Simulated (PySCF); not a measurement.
# The bond of SiBi+, level by level

The task here is to estimate one member of a computed series from the others.

Method: Si def2-SVPD, Bi def2-SVPD with ECP60, scalar-relativistic core potentials; program: PySCF 2.14.0.

The first run:

A driver script around PySCF takes these settings:

* atoms: Si, Bi
* charge: 1
* basis: Si def2-SVPD, Bi def2-SVPD with ECP60
* Hamiltonian: scalar-relativistic core potentials
* basis functions: 56
* electrons treated: 36
* masses in u: 27.9769, 208.9804
* levels: PBE0, PBE, r²SCAN, LDA, MN15, B3LYP, HF, MP2, SCS-MP2, CCSD, CCSD(T)
* grid: 80 radial by 434 angular points
* occupations: held fixed by the projection of orbital angular momentum
* dissociation limit: Si + Bi+, each in its ground configuration
* starting distance in angstrom: 2.675
* values of 2S to try: 0, 2, 4

Started as:

```console
$ OMP_NUM_THREADS=1 python dia.py task.json out
```

Steps of the session up to this table: The job; The PBE0 curve of the state that the search chose; Excited determinants; PBE; r²SCAN (meta-GGA); LDA (local density); MN15 (hybrid meta-GGA); B3LYP; UHF (mean field); Correlated methods on the Hartree–Fock reference.

One table of the session follows, with a row left open; its other results are not shown here.

| level | Re (Å) | ωe (cm⁻¹) | De (eV) |
| --- | --- | --- | --- |
| UHF | 2.616 | 304 | 1.81 |
| UHF-MP2 | 2.603 | 354 | 2.88 |
| UHF-SCS-MP2 | 2.615 | 339 | 2.72 |
| UHF-CCSD | 2.641 | 306 | 2.80 |
| UHF-CCSD(T) | 2.651 | 303 | 2.95 |
| LDA | 2.625 | 316 | 4.40 |
| PBE | 2.653 | 306 | 3.77 |
| r²SCAN | ? | ? | ? |
| B3LYP | 2.644 | 311 | 3.51 |
| PBE0 | 2.613 | 326 | 3.45 |
| MN15 | 2.591 | 328 | 3.56 |

**Question.** Estimate the row for r²SCAN.

The run gave: Re (Å): 2.630; ωe (cm⁻¹): 317; De (eV): 3.50. In the column «Re (Å)» it lies between LDA (2.625) and UHF-CCSD (2.641).

De is counted to Si + Bi+ in their ground configurations.
